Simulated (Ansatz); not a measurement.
Wanted: the native input for an Ansatz 0.2.0 run.

| Property | Result |
| --- | --- |
| Task | single point |
| Functional | HSE06 form with a typed share of exact exchange |
| Potentials or basis | Ansatz PAW |
| Cutoff | 420 eV (not typed: the program's choice for these potentials) |
| k mesh | 4 × 4 × 4 |
| Occupations | fermi-dirac, width 0.05 eV |
| Spin | no spin polarisation |
| Screening (1/Å) | 0.3 |
| Share of exact exchange | 0.25 |

Crystal: NbTe.

```
Te Nb
1.0
     3.70297    0.00000    0.00000
    -1.85149    3.20687    0.00000
     0.00000    0.00000    3.69421
Te Nb
1 1
Direct
  0.66667 0.33333 0.00000
  0.00000 0.00000 0.50000
```

The cell comes from a database or a generator and needn't be the stable form of this composition.

The input as run:

input.yaml

```yaml
crystal:
  lattice:
    - [3.7029743866, 0.0, 0.0]
    - [-1.8514871933, 3.2068698884, 0.0]
    - [0.0, 0.0, 3.694211]
  atoms:
    - { symbol: Te, position: [0.6666666667, 0.3333333333, 0.0] }
    - { symbol: Nb, position: [0.0, 0.0, 0.5] }
hamiltonian:
  xc: { exchange: pbe, correlation: pbe, exx: { coeff: 0.25, omega: 0.3 } }
  pseudopotentials: { kind: paw }
kpoints:
  mp_grid: { grid: [4, 4, 4] }
scf:
  occupations: { method: fermi_dirac, width: 0.05 }
output:
  forces: true
  stress: true
  eigenvalues: true
```

Potentials or basis: Ansatz PAW.

Command:

```console
$ ansatz run input.yaml --threads 2 --pin off --max-ram 5632MiB --backend cpu --events-out ev --progress --plain --runs-dir out
```

Results of the run:

```yaml
Pressure: -4.5 GPa
Band_gap_on_the_k_mesh: none (metal or under the smearing width)
```

Caveat: the k mesh is coarse (spacing up to 0.49 Å⁻¹), so the values aren't converged, least of all with exact exchange; the PAW data sets come from PBE, with cores solved anew for the run's functional, which leaves a small shift of forces and pressure; the thresholds are loose for stress.

It took 18 s on 2 threads of Intel(R) Xeon(R) Processor @ 2.70GHz, on a shared host, peak memory 0.8 GiB.
